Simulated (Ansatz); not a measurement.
**CH4ClGeNS: one species, many methods**

The task here is to estimate one member of a computed series from the others.

Computed with Ansatz 0.2.0, Gaussian basis. Level: functionals in def2-TZVPP, the program's frozen cores in correlated methods.

The runs, in order: LDA (SPW92), PBE-D4, revPBE-D4, BLYP-D4, r2SCAN-D4, B97M-V, PBE0-D4, B3LYP-D4, r2SCANh-D4, r2SCAN0-D4, HSE06-D4, BHLYP-D4, CAM-B3LYP-D4, LC-ωPBE, ωB97X-V, ωB97M-V, B2PLYP, PBE-QIDH; CCSD(T)/def2-SVP; CCSD(T)/def2-TZVPP; MP2/def2-QZVPP; extrapolation to the limit; RPA on PBE.

### The relaxed structure

All runs share one geometry, relaxed beforehand with PBE0-D4 in a triple-zeta def2 set.

9 atoms, charge 0, spin multiplicity 1.

Atoms are counted from 1 here; the program's logs count them from 0.

Bond lengths: S1–C2 1.749 Å, S1–H6 1.345 Å, C2–N3 1.260 Å, C2–H7 1.101 Å, N3–Ge4 1.843 Å, Ge4–Cl5 2.150 Å, Ge4–H8 1.529 Å, Ge4–H9 1.542 Å. Angles: C2–S1–H6 94.8°, S1–C2–N3 124.1°, S1–C2–H7 110.1°, N3–C2–H7 125.9°, C2–N3–Ge4 118.5°, N3–Ge4–Cl5 107.1°, N3–Ge4–H8 109.2°, N3–Ge4–H9 111.3°, Cl5–Ge4–H8 107.3°, Cl5–Ge4–H9 107.2°, H8–Ge4–H9 114.3°.

As a file:

```mol
CH4ClGeNS
  3D, bonds by distance, orders not assigned

  9  8  0  0  0  0  0  0  0  0999 V2000
   -0.0590    1.5551    2.3722 S   0  0
    0.1033    0.3485    1.1161 C   0  0
   -0.0332    0.5871   -0.1135 N   0  0
    0.1634   -0.8028   -1.3075 Ge  0  0
   -1.7922   -1.2541   -2.0793 Cl  0  0
   -0.3371    2.5627    1.5261 H   0  0
    0.3389   -0.6308    1.5608 H   0  0
    1.0214   -0.3376   -2.4850 H   0  0
    0.6830   -2.0744   -0.6070 H   0  0
  1  2  8  0
  2  3  8  0
  3  4  8  0
  4  5  8  0
  1  6  8  0
  2  7  8  0
  4  8  8  0
  4  9  8  0
M  END
```

The first run:

The input, in.yaml:

```yaml
crystal:
  periodic: [false, false, false]
  atoms:
    - {symbol: S, position_ang: [-0.058969, 1.555095, 2.372239]}
    - {symbol: C, position_ang: [0.103313, 0.348546, 1.116130]}
    - {symbol: N, position_ang: [-0.033166, 0.587143, -0.113514]}
    - {symbol: Ge, position_ang: [0.163399, -0.802826, -1.307530]}
    - {symbol: Cl, position_ang: [-1.792205, -1.254137, -2.079289]}
    - {symbol: H, position_ang: [-0.337127, 2.562659, 1.526093]}
    - {symbol: H, position_ang: [0.338882, -0.630800, 1.560814]}
    - {symbol: H, position_ang: [1.021387, -0.337579, -2.484967]}
    - {symbol: H, position_ang: [0.682986, -2.074401, -0.606976]}
basis:
  gaussian: {orbitals: def2-TZVPP}
hamiltonian: {xc: lda}
output: {orbitals: {seedname: orbitals}}
```

Among the steps run: LDA; PBE-D4 (GGA); revPBE-D4 (GGA); BLYP-D4 (GGA); r2SCAN-D4 (meta-GGA); B97M-V (meta-GGA); PBE0-D4 (hybrid); B3LYP-D4 (hybrid); r2SCANh-D4 (hybrid); r2SCAN0-D4 (hybrid); HSE06-D4 (hybrid); BHLYP-D4 (hybrid); CAM-B3LYP-D4 (range-separated); LC-ωPBE (range-separated); ωB97X-V (range-separated); ωB97M-V (range-separated); B2PLYP (double hybrid); PBE-QIDH (double hybrid).

One table of the session follows, with a row left open; its other results are not shown here.

It belongs to the step «Frontier levels by functional». 

```
  functional  HOMO (eV)  gap (eV)
 LDA (SPW92)      -6.44      4.10
      PBE-D4      -6.31      4.22
   revPBE-D4      -6.25      4.25
     BLYP-D4          ?         ?
   r2SCAN-D4      -6.59      4.67
      B97M-V      -6.72      4.91
     PBE0-D4      -7.64      6.54
    B3LYP-D4      -7.41      6.09
  r2SCANh-D4      -7.09      5.53
  r2SCAN0-D4      -7.83      6.82
    HSE06-D4      -7.25      5.76
    BHLYP-D4      -8.66      8.70
CAM-B3LYP-D4      -8.92      8.98
     LC-ωPBE     -10.28     11.47
     ωB97X-V      -9.92     11.05
     ωB97M-V      -9.77     10.81
```

**Question.** Estimate the row for BLYP-D4.

Worked estimate for «HOMO (eV)». Against the share of exact exchange, B3LYP-D4 (0.2, -7.41), BHLYP-D4 (0.5, -8.66) give a slope of -4.17 per unit share; at 0 the line stands at -6.58.

**Answer.** HOMO (eV): -6.18; gap (eV): 4.24. In «HOMO (eV)» the line misses by -0.40.
